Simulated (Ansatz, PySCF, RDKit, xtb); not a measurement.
**CH5BSe: from the formula to a structure**

Given the formula CH5BSe and nothing else, which arrangement of the atoms is the most stable in the gas at 298.15 K, and what are its properties?

Plan: many cheap relaxations first (GFN2-xTB), then density-functional screening, relaxation at PBE0-D4/def2-TZVP, vibrations and a final energy. The numbers are computed, not measured.

4 further runs of the same task are left out: 4 set aside as unsound or not needed.

## 1. Drawing up candidates

A program enumerates the bonding patterns with one Lewis structure each (two rings at most, one unusual centre or charged pair), with their diastereomers. O–O, O–halogen and N–halogen bonds and N–N–N chains are not drawn. That gives 10 candidates.

```
label             SMILES     spin
 c027            BC[SeH]  singlet
 c144            CB[SeH]  singlet
 c281  [CH2+][BH2-][SeH]  singlet
 c288           B[SeH]=C  singlet
 c291     C=[BH-][SeH2+]  singlet
 c458   [BH3-][CH+][SeH]  singlet
 c460           B=[SeH]C  singlet
 c611    [BH2-]1C[SeH+]1  singlet
 c822             B[Se]C  singlet
 c959      [BH3-][Se+]=C  singlet
```

Candidates are built by distance geometry, with a force field where one applies, in up to four conformers (letters a to d). 5 starts with atoms placed at random are added, to find patterns that the rules miss.

**Question.** With final energies at CCSD(T)/def2-TZVP, which structure will this search put lowest in free energy, and by what margin?

| quantity | value |
| --- | --- |
| lowest structure found | CB[SeH], singlet, Cs |
| next finalist | B[Se]C, singlet, 10.6 kcal/mol higher in G |
| share at equilibrium, among the finalists | 100.0 % |
| harmonic wavenumbers, lowest and highest (PBE0-D4/def2-TZVP) | 121 and 3130 cm⁻¹ |
| rotational constants, same geometry | 1.17, 0.1193, 0.1105 cm⁻¹ |
| dipole moment (PBE0/def2-TZVPD) | 0.53 D |
| HOMO energy (PBE0/def2-TZVPD) | -7.58 eV |
| LUMO energy (PBE0/def2-TZVPD) | -0.96 eV |
| HOMO–LUMO gap (PBE0/def2-TZVPD) | 6.62 eV |
| lowest excitation (TD-B3LYP/def2-SVPD) | 5.71 eV (f = 0.173) |
| lowest triplet excitation, same level, Tamm-Dancoff | 4.40 eV |
| vertical ionisation energy | 9.82 eV |
| vertical electron affinity | -0.65 eV (unbound: the value depends on the basis) |
| vertical triplet less singlet | +4.59 eV |

The lowest structure found is `CB[SeH]`. Among the finalists first place is clear (10.6 kcal/mol); structures outside the list aren't covered. GFN2-xTB, HF/STO-3G, r2SCAN-D4/def2-SVP, PBE0-D4/def2-TZVP, HF/def2-TZVP and MP2/def2-TZVP already put its bonding pattern lowest among the structures in one piece. The search is not exhaustive (a finite list of starts, one conformer a finalist), so a lower isomer can't be ruled out. Patterns outside the rules of the enumeration were met only by chance.
